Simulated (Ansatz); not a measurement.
# AsSi: the cost of one run

Computed with Ansatz 0.2.0, Gaussian basis. Level: def2-QZVPP, all electrons in the functionals, frozen cores in the correlation of double hybrids and RPA.

The runs, in order: B2PLYP, at charge 0, doublet; charge 0, quartet; charge 1, singlet; charge 1, triplet.

8 further runs of the same task are left out: 8 set aside as unsound or not needed.

### Step 1. The system

The geometry is a PBE0/def2-TZVP stationary point (not a proven minimum). No spin-orbit coupling is included. The filled d shell of As may be among the frozen orbitals whatever the setting's name suggests; the logs give the count.

2 atoms, charge 0, spin multiplicity 2.

Atoms are counted from 1 here; the program's logs count them from 0.

Bond lengths: Si1–As2 2.173 Å.

No dispersion term is added.

The geometry shown and the zero of energy belong to the point charge 0, doublet. The yardstick, RCCSD(T), and other wave-function levels (R restricted, U unrestricted, valence and pair active spaces) come from earlier runs.

### Step 2. B2PLYP, charge 0, doublet

Contents of in.yaml:

```yaml
crystal:
  periodic: [false, false, false]
  atoms:
    - {symbol: Si, position_ang: [0.000000, 0.000000, 0.000000]}
    - {symbol: As, position_ang: [0.000000, 0.000000, 2.172600]}
basis:
  gaussian: {orbitals: "def2-QZVPP.json"}
magnetization: {spin_polarized: true, initial_magnetization: 1}
hamiltonian: {xc: {name: B2PLYP}}
correlation: {electrons: outside_noble_gas}
```

Started as:

```bash
> ansatz run in.yaml --threads 1 --pin off --events-out ev --progress --plain --max-ram 2393MiB
```

Q: Estimate wall time and peak memory on 1 thread of Arm Neoverse V2, shared host.

About 56 s, with a peak of 0.42 GiB.
